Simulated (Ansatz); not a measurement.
# FGeH₅OSSi: small, medium and large basis sets

The task here is to estimate one member of a computed series from the others.

Program: Ansatz 0.2.0, Gaussian basis. Level of theory: one geometry, several basis sets. These are calculated values, not measurements.

The runs, in order: PBE0-D4/def2-SVP; ωB97M-V/def2-SVP; PBE0-D4/def2-QZVPP; ωB97M-V/def2-QZVPP; the functionals' def2-TZVPP values are taken from earlier runs.

## The geometry

All runs share one geometry, relaxed beforehand with PBE0-D4 in a triple-zeta def2 set.

10 atoms, charge 0, spin multiplicity 1.

Atoms are counted from 1 here; the program's logs count them from 0.

Bond lengths: O1–Si2 1.634 Å, O1–H6 0.959 Å, Si2–F3 1.598 Å, Si2–S4 2.097 Å, Si2–H7 1.476 Å, S4–Ge5 2.241 Å, Ge5–H8 1.533 Å, Ge5–H9 1.534 Å, Ge5–H10 1.532 Å. Angles: Si2–O1–H6 117.9°, O1–Si2–F3 107.4°, O1–Si2–S4 108.4°, O1–Si2–H7 113.5°, F3–Si2–S4 112.4°, F3–Si2–H7 106.1°, S4–Si2–H7 109.2°, Si2–S4–Ge5 98.4°, S4–Ge5–H8 109.7°, S4–Ge5–H9 104.0°, S4–Ge5–H10 109.7°, H8–Ge5–H9 110.9°, H8–Ge5–H10 111.4°, H9–Ge5–H10 110.9°.

The first run:

in.yaml

```yaml
crystal:
  periodic: [false, false, false]
  atoms:
    - {symbol: O, position_ang: [-0.009925, 1.558547, 0.617047]}
    - {symbol: Si, position_ang: [0.818336, 0.288280, 1.226306]}
    - {symbol: F, position_ang: [-0.122721, -0.421775, 2.304618]}
    - {symbol: S, position_ang: [1.326096, -0.991907, -0.355488]}
    - {symbol: Ge, position_ang: [-0.567339, -0.815864, -1.541715]}
    - {symbol: H, position_ang: [-0.541559, 2.079770, 1.221936]}
    - {symbol: H, position_ang: [2.045528, 0.677051, 1.948226]}
    - {symbol: H, position_ang: [-1.774456, -0.862384, -0.598341]}
    - {symbol: H, position_ang: [-0.545396, -2.042986, -2.461772]}
    - {symbol: H, position_ang: [-0.545462, 0.479969, -2.357817]}
basis:
  gaussian: {orbitals: def2-SVP}
hamiltonian: {xc: pbe0, dispersion: d4}
output: {orbitals: {seedname: orbitals}}
```

Launch:

```sh
$ ansatz run in.yaml --threads 4 --pin off --events-out ev --progress --plain --max-ram 10444MiB
```

Steps of the session up to this table: PBE0-D4 in def2-SVP; ωB97M-V in def2-SVP; PBE0-D4 in def2-QZVPP; ωB97M-V in def2-QZVPP.

One table of the session follows, with a row left open; its other results are not shown here.

It belongs to the step «Functionals by basis». 

```
functional       basis  HOMO (eV)  LUMO (eV)
   PBE0-D4    def2-SVP      -7.57       0.00
   PBE0-D4  def2-TZVPP      -7.67      -0.33
   PBE0-D4  def2-QZVPP      -7.69      -0.51
   ωB97M-V    def2-SVP      -9.68       1.96
   ωB97M-V  def2-TZVPP          ?          ?
   ωB97M-V  def2-QZVPP      -9.86       1.09
```

Estimate the missing values for ωB97M-V, def2-TZVPP.

As computed: HOMO (eV): -9.83; LUMO (eV): 1.50. In the column «HOMO (eV)» it lies between ωB97M-V, def2-QZVPP (-9.86) and ωB97M-V, def2-SVP (-9.68).
